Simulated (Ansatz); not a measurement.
Consider an atomisation energy of CH2O3, SMILES O=C(O)O (Ansatz's Python interface).

`run_tae.py`
```python
"""Atomisation energy of CH2O3 at the given geometry."""

from collections import Counter

import ansatz as az
from rdkit import Chem
from rdkit.Chem import AllChem


def single_point(molecule, charge=0, unpaired=0):
    calc = molecule.calculation().basis(gaussian="def2-TZVP").functional("B3LYP")
    if charge:
        calc = calc.charge(charge)
    if unpaired:
        calc = calc.spin("collinear", total=unpaired)
    return calc.run(threads=1).report["free_energy_ev"]

# a force-field geometry from the SMILES
rd = Chem.AddHs(Chem.MolFromSmiles("O=C(O)O"))
AllChem.EmbedMolecule(rd, randomSeed=994)
AllChem.UFFOptimizeMolecule(rd)
mol = az.Crystal.molecule()
for atom, xyz in zip(rd.GetAtoms(), rd.GetConformer().GetPositions()):
    mol = mol.atom(atom.GetSymbol(), xyz.round(5).tolist())

# Hund ground states
unpaired = {"O": 2, "C": 2, "H": 1}
counts = Counter(site.symbol for site in mol.cartesian_sites)
atom_energy = {s: single_point(az.Crystal.molecule().atom(s, (0, 0, 0)), 0, unpaired[s]) for s in counts}
whole = single_point(mol, 0, 0)
for s, e in atom_energy.items():
    print(f"{s:2s} x{counts[s]}  {e:14.5f} eV")
print(f"CH2O3: {whole:.5f} eV")
split = sum(counts[s] * e for s, e in atom_energy.items()) - whole
print(f"atomisation energy (no zero-point term): {96.485332 * split:.1f} kJ/mol, {split / sum(counts.values()):.3f} eV an atom")
```

What does it cost to take this molecule apart into atoms?

2459.5 kJ/mol from the electronic energies, without the zero-point term.

What the script printed:

```console
$ python run_tae.py
O  x3     -2043.47374 eV
C  x1     -1030.20887 eV
H  x2       -13.66431 eV
CH2O3: -7213.44983 eV
atomisation energy (no zero-point term): 2459.5 kJ/mol, 4.249 eV an atom
```

The settings weren't tested for convergence. The geometry is a force-field or estimated start, not a minimum of this method, and the basis set is short of its limit. All parts are taken at fixed geometry, without zero-point energy. b3lyp holds the VWN-RPA fit, as in Gaussian; the form of ORCA and Turbomole is b3lyp5. The whole script took 3.6 s on 1 thread of Arm Neoverse V1 (shared host), peak memory 0.32 GiB.
